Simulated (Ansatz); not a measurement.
# C₂HCl₂F₃: small, medium and large basis sets

How large a basis does C₂HCl₂F₃ need? Two functionals are run in growing sets.

Method: one geometry, several basis sets; program: Ansatz 0.2.0, Gaussian basis.

The runs, in order: PBE0-D4/def2-SVP; ωB97M-V/def2-SVP; PBE0-D4/def2-QZVPP; ωB97M-V/def2-QZVPP; the functionals' def2-TZVPP values are taken from earlier runs.

### Step 1. Structure used throughout

An earlier PBE0-D4/def2-TZVP relaxation fixed the geometry.

SMILES `FC(F)(F)C(Cl)Cl`, 8 atoms, charge 0, spin multiplicity 1.

Atoms are counted from 1 here; the program's logs count them from 0.

Bond lengths: F1–C2 1.332 Å, C2–F3 1.332 Å, C2–F4 1.325 Å, C2–C5 1.533 Å, C5–Cl6 1.757 Å, C5–Cl7 1.757 Å, C5–H8 1.088 Å. Angles: F1–C2–F3 107.8°, F1–C2–F4 108.6°, F1–C2–C5 109.7°, F3–C2–F4 108.6°, F3–C2–C5 109.7°, F4–C2–C5 112.5°, C2–C5–Cl6 110.2°, C2–C5–Cl7 110.2°, C2–C5–H8 107.9°, Cl6–C5–Cl7 112.2°, Cl6–C5–H8 108.1°, Cl7–C5–H8 108.1°.

### Step 2. PBE0-D4 in def2-SVP

File in.yaml:

```yaml
crystal:
  periodic: [false, false, false]
  atoms:
    - {symbol: F, position_ang: [-0.219016, -1.334750, 1.157113]}
    - {symbol: C, position_ang: [0.179787, -0.765065, 0.020535]}
    - {symbol: F, position_ang: [1.491717, -0.966376, -0.096562]}
    - {symbol: F, position_ang: [-0.430683, -1.366686, -0.989279]}
    - {symbol: C, position_ang: [-0.109666, 0.739518, 0.067645]}
    - {symbol: Cl, position_ang: [-1.826914, 1.018605, 0.310040]}
    - {symbol: Cl, position_ang: [0.490537, 1.517624, -1.388344]}
    - {symbol: H, position_ang: [0.424229, 1.157119, 0.918844]}
basis:
  gaussian: {orbitals: def2-SVP}
hamiltonian: {xc: pbe0, dispersion: d4}
output: {orbitals: {seedname: orbitals}}
```

Started as:

```bash
$ ansatz run in.yaml --threads 4 --pin off --events-out ev --progress --plain --max-ram 10444MiB
```

The runs that follow: ωB97M-V in def2-SVP; PBE0-D4 in def2-QZVPP; ωB97M-V in def2-QZVPP.

**Question.** What will the summary of the whole plan be? Wanted: PBE0-D4: double and triple zeta above quadruple; ωB97M-V: double and triple zeta above quadruple.

The runs gave:

| quantity | value |
| --- | --- |
| PBE0-D4: double and triple zeta above quadruple | 22.18, 1.24 eV |
| ωB97M-V: double and triple zeta above quadruple | 22.26, 1.18 eV |

What this shows: PBE0-D4 gains 20.94 eV from double to triple zeta, then 1.24 eV more. These are total energies; as a rule much of such shifts cancels in differences, which this series doesn't test. The LUMO of ωB97M-V is positive and keeps falling with the basis (2.57 to 1.44 eV): an unbound level that the basis holds in place.
